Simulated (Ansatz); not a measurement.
Debugging an equation of state with a fit of Li, space group P6_3/mmc (Ansatz 0.2.0 through its Python package).

The script, `eos_li.py`:
```python
import logging
import sys

import ansatz as az
import numpy as np

logging.basicConfig(stream=sys.stdout, format="%(name)s: %(message)s")
logger = logging.getLogger("li")
logger.setLevel(logging.INFO)

VECTORS = np.array([
    [3.034386, 0.0, 0.0],
    [-1.517193, 2.627855, 0.0],
    [0.0, 0.0, 10.216208],
])
SITES = [
    ("Li", (0.0, 0.0, 0.0)),
    ("Li", (1 / 3, 2 / 3, 0.25)),
    ("Li", (0.0, 0.0, 0.5)),
    ("Li", (2 / 3, 1 / 3, 0.75)),
]


def crystal_on(cell):
    crystal = az.Crystal(lattice=az.Lattice.of(cell))
    for symbol, position in SITES:
        crystal = crystal.atom(symbol, position)
    return crystal

volumes, energies, pressures = [], [], []
for scale in np.linspace(0.9, 1.1, 9):
    cell = VECTORS * scale ** (1 / 3)
    base = (
        crystal_on(cell).calculation()
        .occupations("fermi_dirac", width=0.15)
        .basis(17 * az.Ha)
        .pseudopotentials("paw")
        .functional("pbesol")
        .mixing("anderson", beta=3.0, ndim=2)
        .scf(max_iterations=85)
        .kpoints(9, 9, 3)
        .stress()
    )
    r = base.run().report
    volumes.append(abs(np.linalg.det(cell)) / len(SITES))
    energies.append(r["free_energy_ev"] / len(SITES))
    pressures.append(np.trace(r["stress_gpa"]) / 3)
    logger.info(f"V = {volumes[-1]:8.4f} A^3/atom  F = {energies[-1]:.5f} eV/atom  P = {pressures[-1]:8.3f} GPa")

x = np.array(volumes) ** (-2 / 3)
poly = np.polynomial.Polynomial.fit(x, energies, 3).convert()
roots = poly.deriv().roots()
x0 = min((r.real for r in roots if abs(r.imag) < 1e-9 and poly.deriv(2)(r.real) > 0), key=lambda r: abs(r - x.mean()))
v0 = x0 ** -1.5
b0 = 4 / 9 * poly.deriv(2)(x0) * v0 ** (-7 / 3) * 160.21766
b1 = 4 + 2 / 3 * x0 * poly.deriv(3)(x0) / poly.deriv(2)(x0)
logger.info(f"V0 = {v0:.4f} A^3/atom, B0 = {b0:.1f} GPa, dB/dP = {b1:.2f}")
```

```console
$ python eos_li.py
Traceback (most recent call last):
  File "eos_li.py", line 44, in <module>
    r = base.run().report
        ~~~~~~~~^^
  ...
ansatz.RefusalError: invalid value for `scf.mixing.beta`: must be finite and in (0, 1]; got 3
$ echo $?
1
```
(Library frames cut from the traceback.)

Why does it end like this?

The fault: the mixing step is too large. The correction:

The script, `eos_li.py`:
```python
import logging
import sys

import ansatz as az
import numpy as np

logging.basicConfig(stream=sys.stdout, format="%(name)s: %(message)s")
logger = logging.getLogger("li")
logger.setLevel(logging.INFO)

VECTORS = np.array([
    [3.034386, 0.0, 0.0],
    [-1.517193, 2.627855, 0.0],
    [0.0, 0.0, 10.216208],
])
SITES = [
    ("Li", (0.0, 0.0, 0.0)),
    ("Li", (1 / 3, 2 / 3, 0.25)),
    ("Li", (0.0, 0.0, 0.5)),
    ("Li", (2 / 3, 1 / 3, 0.75)),
]


def crystal_on(cell):
    crystal = az.Crystal(lattice=az.Lattice.of(cell))
    for symbol, position in SITES:
        crystal = crystal.atom(symbol, position)
    return crystal

volumes, energies, pressures = [], [], []
for scale in np.linspace(0.9, 1.1, 9):
    cell = VECTORS * scale ** (1 / 3)
    base = (
        crystal_on(cell).calculation()
        .occupations("fermi_dirac", width=0.15)
        .basis(17 * az.Ha)
        .pseudopotentials("paw")
        .functional("pbesol")
        .scf(max_iterations=85)
        .kpoints(9, 9, 3)
        .stress()
    )
    r = base.run().report
    volumes.append(abs(np.linalg.det(cell)) / len(SITES))
    energies.append(r["free_energy_ev"] / len(SITES))
    pressures.append(np.trace(r["stress_gpa"]) / 3)
    logger.info(f"V = {volumes[-1]:8.4f} A^3/atom  F = {energies[-1]:.5f} eV/atom  P = {pressures[-1]:8.3f} GPa")

x = np.array(volumes) ** (-2 / 3)
poly = np.polynomial.Polynomial.fit(x, energies, 3).convert()
roots = poly.deriv().roots()
x0 = min((r.real for r in roots if abs(r.imag) < 1e-9 and poly.deriv(2)(r.real) > 0), key=lambda r: abs(r - x.mean()))
v0 = x0 ** -1.5
b0 = 4 / 9 * poly.deriv(2)(x0) * v0 ** (-7 / 3) * 160.21766
b1 = 4 + 2 / 3 * x0 * poly.deriv(3)(x0) / poly.deriv(2)(x0)
logger.info(f"V0 = {v0:.4f} A^3/atom, B0 = {b0:.1f} GPa, dB/dP = {b1:.2f}")
```

The mended script runs so:

Running `python eos_li.py` prints:
```text
li: V =  18.3292 A^3/atom  F = -203.00782 eV/atom  P =    1.599 GPa
li: V =  18.8384 A^3/atom  F = -203.01211 eV/atom  P =    1.110 GPa
li: V =  19.3475 A^3/atom  F = -203.01493 eV/atom  P =    0.673 GPa
li: V =  19.8567 A^3/atom  F = -203.01644 eV/atom  P =    0.281 GPa
li: V =  20.3658 A^3/atom  F = -203.01676 eV/atom  P =   -0.069 GPa
li: V =  20.8750 A^3/atom  F = -203.01603 eV/atom  P =   -0.384 GPa
li: V =  21.3841 A^3/atom  F = -203.01435 eV/atom  P =   -0.666 GPa
li: V =  21.8933 A^3/atom  F = -203.01182 eV/atom  P =   -0.920 GPa
li: V =  22.4024 A^3/atom  F = -203.00853 eV/atom  P =   -1.149 GPa
li: V0 = 20.2599 A^3/atom, B0 = 13.5 GPa, dB/dP = 3.34
```

Notes:
- Total energies depend on the potentials; only differences at equal settings carry meaning.
- Shape and fractional positions are held along the curve, so the bulk modulus is an upper value where they are free to relax, by a factor of two or more in layered or hydrogen-bonded cells.
- The smearing is wide enough that free energy and stress hold a thermal part of the electrons.
- Pressure is positive in compression.
- This isn't the structure that Li takes at ambient conditions.
- Finished in 8.5 s on 1 thread of Arm Neoverse V2, on a shared host, peak memory 0.38 GiB.

(Lines on the test bed's own set-up are left out of the output.)
